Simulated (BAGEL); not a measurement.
# SiHCl3 (trichlorosilane), step by step

Wanted: the energy (HF/def2-SV(P)), then a single-point energy (NEVPT2(2,2)/def2-SV(P)), then the energy (CASPT2(2,2)/def2-SV(P)) of SiHCl3 (trichlorosilane). 

The calculation is run with BAGEL 1.2.2.

## (1) The structure to begin with

SiHCl3 has 5 atoms, charge 0, and is taken as a singlet. As SMILES, `Cl[SiH](Cl)Cl`. The Si2–Cl4 distance was set to 4.668 Å, away from the relaxed value. At this shape a bond of the SMILES string is far longer than usual.

Bond lengths: Cl1–Si2 2.030 Å, Si2–Cl3 2.030 Å, Si2–H5 1.469 Å. Angles: Cl1–Si2–Cl3 109.5°, Cl1–Si2–H5 109.5°, Cl3–Si2–H5 109.4°.

## (2) A single-point energy at HF/def2-SV(P) (density fitting with svp-jkfit) (run 1)

The input, job.json:

```json
{ "bagel": [

{
  "title": "molecule",
  "basis": "def2-sv_p_.json",
  "df_basis": "svp-jkfit",
  "angstrom": "true",
  "geometry": [
    { "atom": "Cl", "xyz": [       2.204056,       0.933721,       2.997359 ] },
    { "atom": "Si", "xyz": [       0.431826,       1.492461,       2.180919 ] },
    { "atom": "Cl", "xyz": [       0.530826,       3.438851,       1.614189 ] },
    { "atom": "Cl", "xyz": [      -0.476020,      -1.170520,      -1.544190 ] },
    { "atom": "H", "xyz": [      -0.638184,       1.326091,       3.173629 ] }
  ]
},

{ "title": "hf" },

{ "title": "print", "file": "orbitals.molden", "orbitals": "true" }

]}
```

The basis set def2-SV(P) is read from a file made from the Basis Set Exchange's data (not shown).

Started as:

```sh
$ BAGEL_NUM_THREADS=1 BAGEL job.json > job.out
```

The program printed:

```text
* using 1 threads per process

  ===============================================================
  ===============================================================

  *** Geometry ***

  { "atom" : "Cl", "xyz" : [      4.165062,      1.764477,      5.664188 ] },
  { "atom" : "Si", "xyz" : [      0.816033,      2.820343,      4.121340 ] },
  { "atom" : "Cl", "xyz" : [      1.003116,      6.498487,      3.050375 ] },
  { "atom" : "Cl", "xyz" : [     -0.899547,     -2.211962,     -2.918096 ] },
  { "atom" : "H", "xyz" : [     -1.205993,      2.505949,      5.997290 ] },

  Number of auxiliary basis functions:      530

  Since a DF basis is specified, we compute 2- and 3-index integrals:
    o Being stored without compression. Storage requirement is 0.023 GB

  Number of basis functions:       74
  Number of electrons      :       66

    * METHOD: MOLECULE                             0.23

  *** RHF ***

  === Nuclear Repulsion ===
   264.0765735685

      * DIIS with orbital gradients will be used.

  === RHF iteration (def2-sv_p_.json) ===
      0      -1667.22464976          0.01253670           0.09
      1      -1666.76924941          0.01718251           0.09
      2      -1667.32474334          0.00539658           0.09
[... 16 lines of this table left out ...]
     19      -1667.39162676          0.00000001           0.08
    * SCF iteration converged.

    * Permanent dipole moment:
           (   -0.649805,    -2.412608,    -3.583837) a.u.

    * METHOD: HF                                   1.87

    * METHOD: PRINT                                0.01

  ===============================================================
```

It took 2.2 s on 1 thread of Arm Neoverse V1, shared host; peak memory 0.14 GiB.

## (3) The energy at NEVPT2(2,2)/def2-SV(P) (density fitting with svp-jkfit) (run 2)

The input, nevpt2.json:

```json
{ "bagel" : [

{
  "title" : "molecule",
  "basis" : "def2-sv_p_.json",
  "df_basis" : "svp-jkfit",
  "angstrom" : true,
  "geometry" : [
    { "atom" : "Cl", "xyz" : [    2.204056,    0.933721,    2.997359 ] },
    { "atom" : "Si", "xyz" : [    0.431826,    1.492461,    2.180919 ] },
    { "atom" : "Cl", "xyz" : [    0.530826,    3.438851,    1.614189 ] },
    { "atom" : "Cl", "xyz" : [   -0.476020,   -1.170520,   -1.544190 ] },
    { "atom" : "H", "xyz" : [   -0.638184,    1.326091,    3.173629 ] }
  ]
},
{
  "title" : "hf"
},
{
  "title" : "casscf",
  "nstate" : 1,
  "nact" : 2,
  "nclosed" : 32,
  "active" : [33, 34],
  "maxiter" : 200,
  "natocc" : true
},
{
  "title" : "nevpt2",
  "nstate" : 1,
  "nact" : 2,
  "nclosed" : 32,
  "active" : [33, 34],
  "maxiter" : 200,
  "natocc" : true,
  "ncore" : 20
},
{
  "title" : "print",
  "file" : "orbitals.molden",
  "orbitals" : true
}

]}
```

The basis set def2-SV(P) is read from a file made from the Basis Set Exchange's data (not shown).

Started as:

```sh
$ BAGEL_NUM_THREADS=1 BAGEL nevpt2.json > nevpt2.out
```

The program printed:

```text
* using 1 threads per process

  ===============================================================
  ===============================================================

  *** Geometry ***

[... 29 lines left out ...]
    * SCF iteration converged.
[... 1 line left out ...]
    * Permanent dipole moment:
[... 27 lines left out ...]
    * Second-order optimization converged. *
[... 9 lines left out ...]
     * ci vector, state   0, <S^2> = 0.0000
[... 3 lines left out ...]
    * METHOD: CASSCF                               5.34

    * freezing 20 orbitals

  === DF-NEVPT2 calculation ===

    * 3-index integral transformation done
    * assembly done

      NEVPT2 correlation energy:   -0.4476938856      0.09

          (+0)     -0.3728524728
          (+0)'    -0.0109179056
          (+1)     -0.0201155754
          (+1)'    -0.0000000000
          (+2)     -0.0000263647
          (-1)     -0.0437344072
          (-1)'     0.0000000000
          (-2)     -0.0000471598

      NEVPT2 total energy:       -1667.9494164190

    * METHOD: NEVPT2                               0.22

    * METHOD: PRINT                                0.01

  ===============================================================
```

Wall time 7.8 s (1 thread of Arm Neoverse V1, shared host); peak memory 0.14 GiB.

## (4) The energy at CASPT2(2,2)/def2-SV(P) (density fitting with svp-jkfit) (run 3)

The input, caspt2.json:

```json
{ "bagel": [

{
  "title": "molecule",
  "basis": "def2-sv_p_.json",
  "df_basis": "svp-jkfit",
  "angstrom": true,
  "geometry": [
    { "atom": "Cl", "xyz": [    2.204056,    0.933721,    2.997359 ] },
    { "atom": "Si", "xyz": [    0.431826,    1.492461,    2.180919 ] },
    { "atom": "Cl", "xyz": [    0.530826,    3.438851,    1.614189 ] },
    { "atom": "Cl", "xyz": [   -0.476020,   -1.170520,   -1.544190 ] },
    { "atom": "H", "xyz": [   -0.638184,    1.326091,    3.173629 ] }
  ]
},
{ "title": "hf" },
{ "title": "casscf", "nstate": 1, "nact": 2, "nclosed": 32, "active": [33, 34], "maxiter": 200, "natocc": true },
{ "title": "print", "file": "orbitals.molden", "orbitals": true },
{ "title": "smith", "method": "caspt2", "ms": true, "xms": true, "sssr": true, "shift": 0.2, "shift_imag": true, "ncore": 20 }

]}
```

The basis set def2-SV(P) is read from a file made from the Basis Set Exchange's data (not shown).

Started as:

```sh
$ BAGEL_NUM_THREADS=1 BAGEL caspt2.json > caspt2.out
```

The program printed:

```text
* using 1 threads per process

  ===============================================================
  ===============================================================

  *** Geometry ***

[... 31 lines left out ...]
    * Permanent dipole moment:
[... 37 lines left out ...]
     * ci vector, state   0, <S^2> = 0.0000
[... 21 lines left out ...]
       #      aibj      arbs      arbi      airj      risj      airs      arst      rist         Etot      error   time
[... 7 lines left out ...]
      ------------------------------------------------------------------------------------------------------------------

    * CASPT2 energy : state  0    -1667.9565836666
        w/o shift correction      -1667.9538013061
        reference weight              0.8557147998

    * METHOD: SMITH                                0.33

  ===============================================================
```

Run time: 8.1 s. Hardware: 1 thread of Arm Neoverse V1, shared host; peak memory 0.14 GiB.

## (5) What came out

```
                                   quantity           value
         run 1, HF/def2-SV(P): total energy  -1667.39163 Eh
        run 1, HF/def2-SV(P): dipole moment         11.10 D
          run 1, HF/def2-SV(P): HOMO energy        -7.78 eV
          run 1, HF/def2-SV(P): LUMO energy        -3.61 eV
        run 1, HF/def2-SV(P): HOMO–LUMO gap         4.16 eV
run 2, NEVPT2(2,2)/def2-SV(P): total energy  -1667.94942 Eh
run 3, CASPT2(2,2)/def2-SV(P): total energy  -1667.95658 Eh
```

**Reading.** One bond (run 1, HF/def2-SV(P)) is far stretched, which a spin-restricted single reference describes badly; a broken-symmetry solution may lie lower.
